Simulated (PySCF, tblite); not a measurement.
**CH6OSi2 (triplet), a small gas-phase stand-in for a defect centre: EPR parameters**

What EPR parameters should one expect for `O[Si]C[SiH3]`? It is drawn as: twofold Si.

Programs: tblite 0.8.0 and PySCF 2.14.0. All values are calculated, for the isolated system unless a continuum is named. Atoms count from 0, parts from 1.

## (1) The system as given

10 atoms, charge 0, multiplicity 3; geometry: distance geometry start.

## (2) Geometry optimisation with GFN2-xTB

Job settings and geometry (Å):

```
{"job": {"kind": "relax", "xc": "GFN2-xTB", "basis": "xTB"}, "charge": 0, "multiplicity": 3}
Si    -0.942117    -0.800450     2.080886
C     -1.137105    -0.093035     0.418798
Si     0.118052    -0.834078    -0.718298
O     -0.604423    -1.704183     3.564873
H     -0.971508     0.931865     0.442446
H     -2.093426    -0.310546     0.056882
H     -0.163054    -2.244206    -0.871660
H      1.412820    -0.680282    -0.169326
H      0.058651    -0.208807    -1.988295
H      0.149925    -2.342671     3.698082
```

Level: GFN2-xTB geometry optimisation, gas phase.

Started as:

```bash
$ OMP_NUM_THREADS=1 python cluster_run.py task.json out
```

The driver reads the jobs from task.json and runs them one after another.

**Question.** The jobs that follow are: PBE0-D3(BJ)/def2-SVP geometry optimisation, gas phase; UKS B3LYP, IGLO-III on C O Si, pcH-1 on H, non-relativistic, mean-field spin-orbit, GIAO; UKS BHandHLYP, IGLO-III on C O Si, pcH-1 on H, non-relativistic, mean-field spin-orbit, GIAO. Predict: point group; rotational constants (main isotopes); D, E (B3LYP); g(iso) (B3LYP); ⟨S²⟩; largest a(iso); potential on the surface of density 0.002 e/bohr³, 1st and 99th percentile.

As calculated:

| quantity | value |
| --- | --- |
| point group | C1 |
| rotational constants (main isotopes) | 8.95, 2.29, 1.98 GHz |
| D, E (B3LYP) | -0.407, -0.046 cm⁻¹ |
| g(iso) (B3LYP) | 2.00152 |
| ⟨S²⟩ | 2.002 (exact 2.00) |
| largest a(iso) | 29Si on Si0, -517.6 MHz |
| potential on the surface of density 0.002 e/bohr³, 1st and 99th percentile | -1.21 V and 2.17 V |

The start of the PBE0/def2-SVP relaxation was shaken at random by about 0.01 Å, so part of the energy gained, and of the first lengths quoted, undoes that. Relaxing lowered the energy by 0.169 eV in 4 steps; the close pair that moved most is Si0–O3, from 1.616 to 1.679 Å (PBE0/def2-SVP). No frequency check was run at this level, so the end point may be a saddle. Si0 carries the largest spin population, 1.72 e. The isotropic g lies 0.8 ppt below the free-electron value. The coupling of 29Si on Si0 runs from -552.8 (BHandHLYP/IGLO-III+pcH-1) to -517.6 MHz (B3LYP/IGLO-III+pcH-1). The triplet was assumed; the singlet may lie lower.
